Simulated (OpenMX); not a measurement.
Input of an OpenMX 3.8.5 run:

File NbSi.dat:

```
System.CurrrentDirectory             ./
System.Name                          NbSi
DATA.PATH                            ./DFT_DATA13
level.of.stdout                      1
level.of.fileout                     0
Species.Number                       2
<Definition.of.Atomic.Species
  Nb  Nb7.0-s3p2d2           Nb_PBE13
  Si  Si7.0-s2p2d1           Si_PBE13
Definition.of.Atomic.Species>

Atoms.Number                         2
Atoms.SpeciesAndCoordinates.Unit     FRAC
<Atoms.SpeciesAndCoordinates
    1  Nb    0.0000000000    0.0000000000    0.0000000000   6.500  6.500
    2  Si    0.5000000000    0.5000000000    0.5000000000   2.000  2.000
Atoms.SpeciesAndCoordinates>

Atoms.UnitVectors.Unit               Ang
<Atoms.UnitVectors
     3.0933112000    0.0000000000    0.0000000000
     0.0000000000    3.0933112000    0.0000000000
     0.0000000000    0.0000000000    3.1564400000
Atoms.UnitVectors>

scf.XcType                           GGA-PBE
scf.SpinPolarization                 off
scf.ElectronicTemperature            580.226
scf.energycutoff                     400.0
scf.maxIter                          100
scf.EigenvalueSolver                 band
scf.Kgrid                            7 7 7
scf.Mixing.Type                      rmm-diisk
scf.Init.Mixing.Weight               0.05
scf.Min.Mixing.Weight                0.001
scf.Max.Mixing.Weight                0.3
scf.Mixing.History                   25
scf.Mixing.StartPulay                8
scf.criterion                        1.0e-8
scf.stress.tensor                    on
MD.Type                              nomd
Band.dispersion                      on
Band.Nkpath                          9
<Band.kpath
   12   0.000000  0.000000  0.000000    0.000000  0.500000  0.000000  G X
   12   0.000000  0.500000  0.000000    0.500000  0.500000  0.000000  X M
   17   0.500000  0.500000  0.000000    0.000000  0.000000  0.000000  M G
   12   0.000000  0.000000  0.000000    0.000000  0.000000  0.500000  G Z
   12   0.000000  0.000000  0.500000    0.000000  0.500000  0.500000  Z R
   12   0.000000  0.500000  0.500000    0.500000  0.500000  0.500000  R A
   17   0.500000  0.500000  0.500000    0.000000  0.000000  0.500000  A Z
   12   0.000000  0.500000  0.000000    0.000000  0.500000  0.500000  X R
   12   0.500000  0.500000  0.000000    0.500000  0.500000  0.500000  M A
Band.kpath>
```

Potentials or basis: OpenMX 2013 PBE set, Nb7.0-s3p2d2, Si7.0-s2p2d1, grid cutoff 400 Ry.

The run is started by

```bash
$ openmx NbSi.dat -nt 1 > NbSi.std
```

**Question.** What does it give for the pressure?

**Answer.** 11.0 GPa.

**Question.** Estimate the Mulliken charges.

**Answer.** Nb -0.62; Si +0.62 e.

**Question.** Estimate the band gap along the path.

**Answer.** None (metal or under the smearing width).

Levels at the corners of the path, in eV from the Fermi level:
```csv
point,band 6,band 7,band 8,band 9,band 10,band 11
Γ,-2.98,-2.94,2.18,2.18,2.37,2.44
X,-6.58,-1.66,-1.44,-1.07,2.78,4.49
M,-2.92,-2.92,-2.36,0.00,0.00,4.43
Γ,-2.98,-2.94,2.18,2.18,2.37,2.44
Z,-6.59,-1.75,-1.10,-1.10,2.90,4.08
R,-3.07,-2.89,-2.42,0.22,0.30,4.24
A,-5.44,-5.43,-3.67,3.87,4.05,4.05
Z|X,-6.59,-1.75,-1.10,-1.10,2.90,4.08
R|M,-3.07,-2.89,-2.42,0.22,0.30,4.24
A,-5.44,-5.43,-3.67,3.87,4.05,4.05
```

Caveat: the basis of atomic orbitals isn't converged, which shifts pressures, moduli and gaps.
